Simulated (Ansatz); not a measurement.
**C3H6FNSi: up Jacob's ladder to CCSD(T)**

One table from this session's results is given with a row withheld; the runs are named, their logs left out.

Program: Ansatz 0.2.0, Gaussian basis. Level of theory: functionals in def2-TZVPP, the program's frozen cores in correlated methods. These are calculated values, not measurements.

The runs, in order: PBE-D4, r2SCAN-D4, PBE0-D4, B3LYP-D4, ωB97X-V, ωB97M-V, B2PLYP; CCSD(T)/def2-TZVPP; MP2/def2-QZVPP; extrapolation to the limit.

**The geometry**

All runs share one geometry, relaxed beforehand with PBE0-D4 in a triple-zeta def2 set.

SMILES `C=C=C(F)N[SiH3]`, 12 atoms, charge 0, spin multiplicity 1.

Atoms are counted from 1 here; the program's logs count them from 0.

Bond lengths: C1–C2 1.301 Å, C1–H7 1.088 Å, C1–H8 1.088 Å, C2–C3 1.307 Å, C3–F4 1.347 Å, C3–N5 1.375 Å, N5–Si6 1.736 Å, N5–H9 1.010 Å, Si6–H10 1.487 Å, Si6–H11 1.482 Å, Si6–H12 1.484 Å. Angles: C2–C1–H7 121.7°, C2–C1–H8 121.8°, H7–C1–H8 116.5°, C1–C2–C3 177.1°, C2–C3–F4 120.4°, C2–C3–N5 127.0°, F4–C3–N5 112.6°, C3–N5–Si6 123.0°, C3–N5–H9 114.1°, Si6–N5–H9 120.5°, N5–Si6–H10 113.4°, N5–Si6–H11 108.6°, N5–Si6–H12 105.2°, H10–Si6–H11 108.8°, H10–Si6–H12 109.1°, H11–Si6–H12 111.7°.

Set-up of the first run:

Contents of in.yaml:

```yaml
crystal:
  periodic: [false, false, false]
  atoms:
    - {symbol: C, position_ang: [-1.635102, -0.514597, 1.586099]}
    - {symbol: C, position_ang: [-0.749029, 0.298048, 1.090174]}
    - {symbol: C, position_ang: [0.124562, 1.094204, 0.532398]}
    - {symbol: F, position_ang: [0.178590, 2.395259, 0.877482]}
    - {symbol: N, position_ang: [1.025361, 0.772189, -0.455089]}
    - {symbol: Si, position_ang: [0.844117, -0.615165, -1.483473]}
    - {symbol: H, position_ang: [-1.476747, -1.024819, 2.533955]}
    - {symbol: H, position_ang: [-2.576337, -0.715947, 1.078281]}
    - {symbol: H, position_ang: [1.922213, 1.226370, -0.359541]}
    - {symbol: H, position_ang: [0.975080, -1.908070, -0.761045]}
    - {symbol: H, position_ang: [-0.491572, -0.557315, -2.122948]}
    - {symbol: H, position_ang: [1.935965, -0.505355, -2.482393]}
basis:
  gaussian: {orbitals: def2-TZVPP}
hamiltonian: {xc: pbe, dispersion: d4}
output: {forces: true, orbitals: {seedname: orbitals}}
```

On the command line:

```
$ ansatz run in.yaml --threads 4 --pin off --events-out ev --progress --plain --max-ram 10444MiB
```

Among the steps run: PBE-D4 (GGA); r2SCAN-D4 (meta-GGA); PBE0-D4 (hybrid); B3LYP-D4 (hybrid); ωB97X-V (range-separated); ωB97M-V (range-separated); B2PLYP (double hybrid); CCSD(T) in def2-TZVPP; MP2 in def2-QZVPP.

One table of the session follows, with a row left open; its other results are not shown here.

It belongs to the step «Atomisation energies». 

```
            method  atomisation energy (kJ/mol)
            PBE-D4                       4761.8
         r2SCAN-D4                       4632.4
           PBE0-D4                       4644.4
          B3LYP-D4                       4637.3
           ωB97X-V                       4633.3
           ωB97M-V                       4636.4
            B2PLYP                       4576.0
     HF/def2-TZVPP                       3257.8
    MP2/def2-TZVPP                       4567.1
   CCSD/def2-TZVPP                       4392.4
CCSD(T)/def2-TZVPP                            ?
           MP2/CBS                       4697.3
       CCSD(T)/CBS                       4606.2
```

Estimate the missing values for CCSD(T)/def2-TZVPP.

The run gave: atomisation energy (kJ/mol): 4476.0. In the column «atomisation energy (kJ/mol)» it lies between CCSD/def2-TZVPP (4392.4) and MP2/def2-TZVPP (4567.1).

Limits of these values: Free atoms (3 C, 1 F, 1 N, 1 Si, 6 H) were run apart at each level; the atomisation energy is their sum less the molecule, without zero-point or spin-orbit terms.
